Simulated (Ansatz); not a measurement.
# TaN+ (quartet): the correlation ladder, def2-TZVPP

One table from this session's results is given with a row withheld; the runs are named, their logs left out.

Method: def2-TZVPP, core rule «outside noble gas», up to 5 orbitals frozen; program: Ansatz 0.2.0, Gaussian basis.

The runs, in order: UHF; ROHF; CCSD(T) on UHF.

2 further runs of the same task are left out: 2 set aside as unsound or not needed.

**The geometry**

The geometry is a PBE0/def2-TZVP stationary point (not a proven minimum) of the parent state, kept for this charge and spin. No spin-orbit coupling is included. Elements past krypton take def2 core potentials.

2 atoms, charge 1, spin multiplicity 4.

Atoms are counted from 1 here; the program's logs count them from 0.

Bond lengths: Ta1–N2 1.681 Å.

The first run:

Contents of in.yaml:

```yaml
crystal:
  periodic: [false, false, false]
  atoms:
    - {symbol: Ta, position_ang: [0.000000, 0.000000, 0.000000]}
    - {symbol: N, position_ang: [0.000000, 0.000000, 1.681000]}
basis:
  gaussian: {orbitals: def2-TZVPP}
total_charge: 1
magnetization: {spin_polarized: true, initial_magnetization: 3}
hamiltonian: {xc: hf}
output: {orbitals: {seedname: orbitals}}
```

Run with:

```
$ ansatz run in.yaml --threads 1 --pin off --events-out ev --progress --plain --max-ram 4096MiB --backend cpu
```

Steps of the session up to this table: UHF; ROHF; CCSD(T) on UHF.

One of the session's tables, all rows but one given; the rest of the session is left out.

| method | from UCCSD(T) (meV) |
| --- | --- |
| ROHF | ? |
| UHF | +7788.1 |
| UMP2 | +457.9 |
| UCCSD | +500.5 |
| UCCSD(T) | 0 |

**Question.** Estimate the row for ROHF.

**Answer.** from UCCSD(T) (meV): +8023.6. In the column «from UCCSD(T) (meV)» it is the highest.
